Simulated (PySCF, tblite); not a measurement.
# C₅H₁₁FSSi: geometry, infrared bands and NMR shifts

Aim: predict the infrared bands and NMR shifts of C₅H₁₁FSSi (`CC[Si]1(CF)CSC1`).

Programs: tblite 0.8.0 and PySCF 2.14.0, with density-fitted response routines of our own. Each step states its level of theory. These are calculated values for one molecule in the gas phase, unless marked as measured. Atoms are numbered from 0 throughout.

## 1. The molecule as given

19 atoms, charge 0, multiplicity 1; geometry from: force field or distance geometry start.

Bonds of the start (Å): C0–C1 1.53, C1–Si2 1.83, Si2–C3 1.83, C3–F4 1.35, Si2–C5 1.86, C5–S6 1.84, S6–C7 1.84, C7–Si2 1.86, C0–H8 1.09, C0–H9 1.10, C0–H10 1.09, C1–H11 1.08, C1–H12 1.10, C3–H13 1.09, C3–H14 1.10, C5–H15 1.10, C5–H16 1.10, C7–H17 1.10, C7–H18 1.09.

## 2. Optimising the geometry with GFN2-xTB

What the job is given:

```
{"job": {"kind": "relax", "xc": "GFN2-xTB", "basis": "xTB"}, "charge": 0, "multiplicity": 1}
C      2.257900     0.834900     0.211600
C      1.331600    -0.052800    -0.626200
Si    -0.427500    -0.094400    -0.113200
C     -1.332000     1.493600    -0.176100
F     -1.152500     2.057200    -1.384500
C     -0.708100    -1.054200     1.457700
S     -2.249300    -1.743300     0.727600
C     -1.366100    -1.507700    -0.874300
H      3.280400     0.780000    -0.164800
H      1.926700     1.884000     0.173100
H      2.259500     0.530000     1.262700
H      1.400400     0.258400    -1.661600
H      1.733500    -1.075500    -0.574300
H     -2.404900     1.382900    -0.017600
H     -0.963000     2.206300     0.577300
H      0.051800    -1.813400     1.679500
H     -0.859600    -0.449100     2.362300
H     -2.031100    -1.259500    -1.712100
H     -0.757400    -2.368000    -1.154700
```

The run is started by

```bash
OMP_NUM_THREADS=1 python probes_run.py task.json out
```

The driver reads the jobs from task.json and runs them one after another.

**Question.** This job is followed by: GFN2-xTB harmonic vibrations, gas phase; GIAO PBE0/pcSseg-1 NMR shielding, non-relativistic, gas phase. Predict these results of the whole session: strongest single infrared mode (GFN2-xTB); zero-point energy (GFN2-xTB); 13C shifts against TMS (PBE0/pcSseg-1, means over atoms taken as alike); 1H shifts against TMS (PBE0/pcSseg-1, means over atoms taken as alike); 29Si shifts against TMS (PBE0/pcSseg-1); 19F shifts against CFCl3 (PBE0/pcSseg-1); 33S shifts against CS2 (PBE0/pcSseg-1).

As calculated:

| quantity | value |
| --- | --- |
| strongest single infrared mode (GFN2-xTB) | 789 cm⁻¹, 136 km/mol |
| zero-point energy (GFN2-xTB) | 93.7 kcal/mol |
| 13C shifts against TMS (PBE0/pcSseg-1, means over atoms taken as alike) | 80.5, 20.4, 10.7, 7.4 ppm |
| 1H shifts against TMS (PBE0/pcSseg-1, means over atoms taken as alike) | 5.18, 2.46, 2.46, 1.26, 1.11 ppm |
| 29Si shifts against TMS (PBE0/pcSseg-1) | 21.4 ppm |
| 19F shifts against CFCl3 (PBE0/pcSseg-1) | -311.9 ppm |
| 33S shifts against CS2 (PBE0/pcSseg-1) | -49 ppm |

What this shows: The optimisation took 101 steps and gained 0.487 eV; among the close pairs (by a distance rule), Si2–C3 changed most, from 1.829 to 1.925 Å. No mode is imaginary among the 51: a minimum at this level. The strongest single mode, at 789 cm⁻¹, is spread over many atoms; the largest shares are those of Si2. GFN2-xTB is a fitted tight-binding method: band positions and strengths are rough. Its intensities can rank the bands wrongly. C3 (sp3 CH2 bonded to F and Si) lies farthest downfield among carbon, at 80.5 ppm; pulled downfield by the heteroatom. The most deshielded hydrogen is H13, H14 (mean) (hydrogen on an sp3 CH2 bonded to F and Si), at 5.18 ppm: its carbon carries F, hence the downfield position. At PBE0/pcSseg-1: The largest span, 542 ppm, is at S6, where the paramagnetic term is -502 ppm.
